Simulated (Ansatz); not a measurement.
# La3In: the cost of one run

Method: DFT PBEsol, scalar-relativistic, in Ansatz 0.2.0.

### 1 The system as given

The structure is cubic, space group Pm-3m (No. 221). Conventional cell: a = 5.085 Å, b = 5.085 Å, c = 5.085 Å, α = 90.00°, β = 90.00°, γ = 90.00°. La (site symmetry 4/mmm) is surrounded by 8 La at 3.60 Å and 4 In at 3.60 Å. In (site symmetry m-3m) has 12 La at 3.60 Å in its first shell of neighbours.

Coordinates:

```cif
data_structure
_symmetry_space_group_name_H-M 'Pm-3m'
_symmetry_Int_Tables_number 221
_cell_length_a 5.0854
_cell_length_b 5.0854
_cell_length_c 5.0854
_cell_angle_alpha 90.000
_cell_angle_beta 90.000
_cell_angle_gamma 90.000
_cell_volume 131.52
loop_
_atom_site_label
_atom_site_type_symbol
_atom_site_symmetry_multiplicity
_atom_site_Wyckoff_symbol
_atom_site_fract_x
_atom_site_fract_y
_atom_site_fract_z
_atom_site_occupancy
La1 La 3 c 0.00000 0.50000 0.50000 1
In1 In 1 a 0.00000 0.00000 0.00000 1
```

The file gives the conventional cell by its symmetry; the runs use the cell typed in the input.

Atoms are numbered in the order of the input: La1, La2, La3, In4.

### 2 Volume × 0.96, LAPW

The input, input.yaml:

```yaml
crystal:
  lattice:
    - [5.0166699531, 0.0, 0.0]
    - [0.0, 5.0166699531, 0.0]
    - [0.0, 0.0, 5.0166699531]
  atoms:
    - { symbol: La, position: [0.0, 0.5, 0.5] }
    - { symbol: La, position: [0.5, 0.0, 0.5] }
    - { symbol: La, position: [0.5, 0.5, 0.0] }
    - { symbol: In, position: [0.0, 0.0, 0.0] }
kpoints:
  mp_grid: { grid: [7, 7, 7] }
  band_path:
    path:
      - [0.0, 0.0, 0.0]
      - [0.0, 0.5, 0.0]
      - [0.5, 0.5, 0.0]
      - [0.0, 0.0, 0.0]
      - [0.5, 0.5, 0.5]
      - [0.0, 0.5, 0.0]
      - [0.5, 0.5, 0.5]
      - [0.5, 0.5, 0.0]
    npoints: 5
scf:
  occupations: { method: fermi_dirac, width: 0.05 }
hamiltonian:
  xc: pbesol
  pseudopotentials: { kind: all_electron, lapw: { basis_error: 0.001 } }
output:
  forces: true
  stress: true
  eigenvalues: true
```

Started as:

```bash
> ansatz run input.yaml --threads 1 --pin off --max-ram 4096MiB --backend cpu --events-out ev --progress --plain --runs-dir out
```

Q: Estimate wall time and peak memory on 1 thread of Intel Xeon 6975P-C (Granite Rapids), shared host.

About 20 s, with a peak of 0.42 GiB.
